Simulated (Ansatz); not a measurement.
# The indium atom: small, medium and large basis sets

Aim: see how fast density functionals converge with the basis set for the indium atom.

Program: Ansatz 0.2.0, Gaussian basis. Level of theory: one geometry, several basis sets. These are calculated values, not measurements.

The runs, in order: PBE0/def2-SVP; ωB97M-V/def2-SVP; PBE0/def2-QZVPP; ωB97M-V/def2-QZVPP; the functionals' def2-TZVPP values are taken from earlier runs.

## (1) The atom

SMILES `[In]`, 1 atom, charge 0, spin multiplicity 2.

In takes the def2 core potential; no spin-orbit term is included.

## (2) PBE0 in def2-SVP

Input file in.yaml:

```yaml
crystal:
  periodic: [false, false, false]
  atoms:
    - {symbol: In, position_ang: [0.000000, 0.000000, 0.000000]}
basis:
  gaussian: {orbitals: def2-SVP}
magnetization: {spin_polarized: true, initial_magnetization: 1}
hamiltonian: {xc: pbe0}
output: {orbitals: {seedname: orbitals}}
```

Further steps of the session: ωB97M-V in def2-SVP; PBE0 in def2-QZVPP; ωB97M-V in def2-QZVPP.

Before running them: what should the planned runs give, taken together? Wanted: PBE0: double and triple zeta above quadruple; ωB97M-V: double and triple zeta above quadruple.

The runs gave:

| quantity | value |
| --- | --- |
| PBE0: double and triple zeta above quadruple | 0.14, 0.02 eV |
| ωB97M-V: double and triple zeta above quadruple | 0.16, 0.03 eV |

For PBE0 the step from double to triple zeta gains 0.12 eV and the next only 0.02 eV. Total energies overstate the basis error of differences, where much of it tends to cancel.
